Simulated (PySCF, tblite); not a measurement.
# C₃H₉NO₂Si₂: geometry, infrared bands and NMR shifts

Wanted: the infrared bands and NMR shifts of C₃H₉NO₂Si₂ (`C/C(C=O)=N/[SiH2]O[SiH3]`), by calculation.

Programs: tblite 0.8.0 and PySCF 2.14.0, with density-fitted response routines of our own. Each step states its level of theory. These are calculated values for one molecule in the gas phase, unless marked as measured. Atoms are numbered from 0 throughout.

**1. Starting geometry**

17 atoms, charge 0, multiplicity 1; geometry from: force field or distance geometry start.

Bonds of the start (Å): C0–C1 1.52, C1–C2 1.51, C2–O3 1.23, C1–N4 1.28, N4–Si5 1.74, Si5–O6 1.65, O6–Si7 1.65, C0–H8 1.09, C0–H9 1.10, C0–H10 1.09, C2–H11 1.11, Si5–H12 1.47, Si5–H13 1.48, Si7–H14 1.49, Si7–H15 1.48, Si7–H16 1.48.

**2. Optimising the geometry with GFN2-xTB**

The job: settings as JSON, then the geometry in Å.

```
{"job": {"kind": "relax", "xc": "GFN2-xTB", "basis": "xTB"}, "charge": 0, "multiplicity": 1}
C      2.293500    -1.391900     1.432600
C      1.332100    -0.571300     0.587900
C      0.882400     0.701600     1.257600
O      1.402300     1.776900     0.975200
N      0.965400    -1.019100    -0.557000
Si    -0.120800    -0.122300    -1.575600
O     -1.423700     0.259700    -0.643400
Si    -2.901600     0.956500    -0.866500
H      3.157900    -0.782900     1.700800
H      1.773100    -1.714300     2.350600
H      2.621800    -2.272100     0.880800
H      0.049200     0.571700     1.978900
H      0.548500     1.107000    -2.037800
H     -0.528300    -0.976100    -2.708600
H     -3.586500     1.100200     0.444000
H     -3.730500     0.095200    -1.746800
H     -2.741700     2.293100    -1.482700
```

Launch:

```console
OMP_NUM_THREADS=1 python probes_run.py task.json out
```

One launch serves the whole session: the jobs run in the order shown.

**Question.** This job is followed by: GFN2-xTB harmonic vibrations, gas phase; GIAO PBE0/pcSseg-1 NMR shielding, non-relativistic, gas phase. Predict these results of the whole session: strongest single infrared mode (GFN2-xTB); zero-point energy (GFN2-xTB); ¹³C shifts against TMS (PBE0/pcSseg-1); ¹H shifts against TMS (PBE0/pcSseg-1, means over atoms taken as alike); ¹⁷O shifts against H2O (PBE0/pcSseg-1); ¹⁵N shifts against NH3 (PBE0/pcSseg-1); ²⁹Si shifts against TMS (PBE0/pcSseg-1).

The runs gave:

```
                                                              quantity                       value
                             strongest single infrared mode (GFN2-xTB)       1105 cm⁻¹, 713 km/mol
                                          zero-point energy (GFN2-xTB)               69.2 kcal/mol
                                ¹³C shifts against TMS (PBE0/pcSseg-1)      193.8, 181.3, 27.2 ppm
¹H shifts against TMS (PBE0/pcSseg-1, means over atoms taken as alike)  9.60, 5.44, 5.19, 2.37 ppm
                                ¹⁷O shifts against H2O (PBE0/pcSseg-1)             712.2, 43.6 ppm
                                ¹⁵N shifts against NH3 (PBE0/pcSseg-1)                   415.8 ppm
                               ²⁹Si shifts against TMS (PBE0/pcSseg-1)            -47.2, -56.2 ppm
```

Relaxing lowered the energy by 0.382 eV in 279 steps; the close pair that moved most is O6–Si7, from 1.649 to 1.618 Å. No mode is imaginary among the 45: a minimum at this level. The strongest single mode, at 1105 cm⁻¹, moves mainly O6. Unscaled tight-binding wavenumbers are off by several per cent, some by more. Its intensities can rank the bands wrongly. The most deshielded carbon is C2 (aldehyde carbonyl carbon), at 193.8 ppm: the double bond to the heteroatom, with no lone-pair donor beside it, deshields it most. H11 (hydrogen on an aldehyde carbonyl carbon) lies farthest downfield among hydrogen, at 9.60 ppm; the formyl region, downfield of aromatic protons. At PBE0/pcSseg-1: The largest span, 1389 ppm, is at O3, where the paramagnetic term is -773 ppm.
